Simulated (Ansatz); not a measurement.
# LiOs: the cost of one run

Computed with Ansatz 0.2.0 (DFT PBE, scalar-relativistic, plane waves, PAW, unless a step's input says otherwise).

**1. The starting structure**

The structure is trigonal, space group R-3m (No. 166). Conventional cell: a = 2.976 Å, b = 2.976 Å, c = 13.705 Å, α = 90.00°, β = 90.00°, γ = 120.00°. Li (site symmetry -3m) is surrounded by 6 Os at 2.86 Å and 6 Li at 2.98 Å. Os (site symmetry -3m) has 6 Li at 2.86 Å and 6 Os at 2.98 Å as nearest neighbours.

As a file:

```xyz
2
Lattice="1.4879 0.8591 4.5685 -1.4879 0.8591 4.5685 0.0000 -1.7181 4.5685" Properties=species:S:1:pos:R:3 pbc="T T T"
Li    0.0000    0.0000    0.0000
Os    0.0000    0.0000    6.8527
```

Recipe of the guess: close-packed layers stacked AB|C (R-3m, No. 166). The dimensions are guesses.

**2. A first look at the guess**

Input file input.yaml:

```yaml
crystal:
  lattice:
    - [1.48794304, 0.85906431, 4.56845261]
    - [-1.48794304, 0.85906431, 4.56845261]
    - [0.0, -1.71812862, 4.56845261]
  atoms:
    - { symbol: Li, position: [0.0, 0.0, 0.0] }
    - { symbol: Os, position: [0.5, 0.5, 0.5] }
basis:
  ecutwfc: 420
kpoints:
  mp_grid: { grid: [6, 6, 6] }
hamiltonian:
  xc: pbe
scf:
  occupations: { method: gaussian, width: 0.1 }
  lower_state_search: "off"
output:
  forces: true
  stress: true
  eigenvalues: true
```

Launch:

```sh
$ ansatz run input.yaml --threads 1 --pin off --max-ram 2048MiB --backend cpu --events-out ev --progress --plain --runs-dir out
```

**Question.** How long does this run take on 1 thread of Arm Neoverse V1, shared host, and how much memory does it need?

About 1.2 s, with a peak of 0.28 GiB.
